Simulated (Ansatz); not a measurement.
**CH2Br− (SMILES [CH2-]Br): one structure at several levels**

An exercise on one series of results from a longer session: the logs are not shown, and one member is left open.

The runs use Ansatz 0.2.0, Gaussian basis; single points in def2-TZVPPD.

Correlated methods freeze the cores. Filled d shells of the heavier atoms are correlated. B3LYP uses VWN-RPA correlation.

**The starting structure**

4 atoms, charge -1, spin multiplicity 1.

Atoms are counted from 1 here; the program's logs count them from 0.

Bond lengths: C1–Br2 2.056 Å, C1–H3 1.120 Å, C1–H4 1.150 Å. Angles: Br2–C1–H3 99.7°, Br2–C1–H4 99.2°, H3–C1–H4 103.7°.

Geometry (Å):

```xyz
4
CH2Br
C    -0.44470   -0.29650   -0.05060
Br    0.22280    1.43710    0.83140
H    -0.11320   -0.11180   -1.10390
H     0.34290   -1.02690    0.35900
```

The first run:

run/in.yaml

```yaml
crystal:
  periodic: [false, false, false]
  atoms:
    - {symbol: C, position_ang: [-0.444700, -0.296500, -0.050600]}
    - {symbol: Br, position_ang: [0.222800, 1.437100, 0.831400]}
    - {symbol: H, position_ang: [-0.113200, -0.111800, -1.103900]}
    - {symbol: H, position_ang: [0.342900, -1.026900, 0.359000]}
basis:
  gaussian: {orbitals: "def2-TZVPPD.json"}
total_charge: -1
correlation: {method: ccsd_t}
output: {forces: true}
```

The basis file named in the input lies beside it (Basis Set Exchange, JSON).

The command line of these runs was not kept.

Steps of the session up to this table: CCSD(T)/def2-TZVPPD; PBE0-D4/def2-TZVPPD; wB97M-V/def2-TZVPPD; r2SCAN-D4/def2-TZVPPD; PBE-D4/def2-TZVPPD; B3LYP-D4/def2-TZVPPD; HSE06-D4/def2-TZVPPD.

One of the session's tables, all rows but one given; the rest of the session is left out.

```
   method  RMS force component (eV/Å)  angle to CCSD(T) forces (°)
  CCSD(T)                       0.463                    reference
  PBE0-D4                       0.456                          7.7
  wB97M-V                       0.518                          5.4
r2SCAN-D4                       0.458                          5.4
   PBE-D4                           ?                            ?
 B3LYP-D4                       0.539                         10.1
 HSE06-D4                       0.453                          7.3
```

Q: Estimate the row for PBE-D4 from the others.

**Answer.** RMS force component (eV/Å): 0.370; angle to CCSD(T) forces (°): 13.8. In the column «RMS force component (eV/Å)» it is the lowest.

Limits of these values: The anion's highest level is positive in at least one run, so there the basis alone may hold the extra electron.
